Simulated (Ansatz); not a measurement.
**SnCl₂ (SMILES [Cl][Sn][Cl]): single points off equilibrium**

One table from this session's results is given with a row withheld; the runs are named, their logs left out.

The runs use Ansatz 0.2.0, Gaussian basis; single points in def2-TZVPP.

Correlated methods freeze the cores. Filled d shells of the heavier atoms are correlated. Core potentials replace the inner electrons past krypton, and spin-orbit coupling is left out.

**Starting geometry**

SMILES `[Cl][Sn][Cl]`, 3 atoms, charge 0, spin multiplicity 1.

Atoms are counted from 1 here; the program's logs count them from 0.

Bond lengths: Cl1–Sn2 2.448 Å, Sn2–Cl3 2.466 Å. Angles: Cl1–Sn2–Cl3 96.9°.

Geometry (Å):

| atom | x (Å) | y (Å) | z (Å) |
| --- | --- | --- | --- |
| Cl1 | 1.0857 | 1.2513 | 0.8578 |
| Sn2 | -0.8812 | 0.5053 | -0.3942 |
| Cl3 | -0.3328 | -1.8990 | -0.4005 |

Set-up of the first run:

Input file run/in.yaml:

```yaml
crystal:
  periodic: [false, false, false]
  atoms:
    - {symbol: Cl, position_ang: [1.085700, 1.251300, 0.857800]}
    - {symbol: Sn, position_ang: [-0.881200, 0.505300, -0.394200]}
    - {symbol: Cl, position_ang: [-0.332800, -1.899000, -0.400500]}
basis:
  gaussian: {orbitals: def2-TZVPP}
correlation: {method: ccsd_t}
output: {forces: true}
```

No record of the launch command was kept for these runs.

Steps of the session up to this table: CCSD(T)/def2-TZVPP; PBE0-D4/def2-TZVPP; wB97M-V/def2-TZVPP; r2SCAN-D4/def2-TZVPP; PBE-D4/def2-TZVPP; BLYP-D4/def2-TZVPP; B97M-V/def2-TZVPP.

One table of the session follows, with a row left open; its other results are not shown here.

```
   method  RMS force component (eV/Å)  angle to CCSD(T) forces (°)  dipole (D)
  CCSD(T)                       0.736                    reference        4.01
  PBE0-D4                       0.685                          0.2        4.01
  wB97M-V                       0.733                          1.0        4.10
r2SCAN-D4                       0.649                          0.4        3.86
   PBE-D4                           ?                            ?           ?
  BLYP-D4                       0.307                          7.8        3.77
   B97M-V                       0.595                          0.9        4.03
```

Q: Estimate the row for PBE-D4 from the others.

As computed: RMS force component (eV/Å): 0.488; angle to CCSD(T) forces (°): 2.7; dipole (D): 3.74. In the column «RMS force component (eV/Å)» it lies between BLYP-D4 (0.307) and B97M-V (0.595).
